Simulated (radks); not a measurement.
# I²⁺ in [Kr] 4d10 5p3 4f2: an all-electron calculation

The task here is to estimate one member of a computed series from the others.

Method: scalar-relativistic Kohn-Sham, exchange-only PBE, spin-unpolarised, spherical densities, finite nucleus. Code: radks (a radial shooting solver on a logarithmic mesh, Libxc functionals) version 1.

### The system

| Item | Value |
| --- | --- |
| element | iodine (Z = 53) |
| charge | +2 |
| electrons | 51 |
| configuration | [Kr] 4d10 5p3 4f2 |
| nuclear rms radius | 4.75 fm |

The outer shells:

I²⁺
```
[Kr] core
4d [↑↓][↑↓][↑↓][↑↓][↑↓]
5p [↑ ][↑ ][↑ ]
4f [↑ ][↑ ][  ][  ][  ][  ][  ]
```

The first run:

The run's settings:

```text
Z 53
configuration [Kr] 4d10 5p3 4f2
relativity scalar-relativistic
functional pbe,
spin unpolarised
nucleus finite rms 4.75 fm
c 137.035999084
```

One table of the session follows, with a row left open; its other results are not shown here.

It belongs to the step «Radial structure». Radial moments (bohr):

```
level      <r>  outermost maximum (interpolated)  90 % within  nodes
   1s  0.02722                            0.0175       0.0490      0
   2s        ?                                 ?            ?      ?
   2p   0.1025                            0.0795        0.167      0
   3s   0.3141                             0.286        0.461      2
   3p   0.3121                             0.279        0.468      1
   3d   0.2885                             0.232        0.453      0
   4s   0.7397                             0.680         1.07      3
   4p   0.7914                             0.715         1.16      2
   4d   0.9161                             0.777         1.39      1
   5p    2.135                              1.89         3.10      3
   4f    3.178                              2.27         5.57      0
```

**Question.** Estimate the row for 2s.

**Answer.** <r>: 0.1172; outermost maximum (interpolated): 0.0991; 90 % within: 0.181; nodes: 1. In the column «<r>» it lies between 2p (0.1025) and 3d (0.2885).
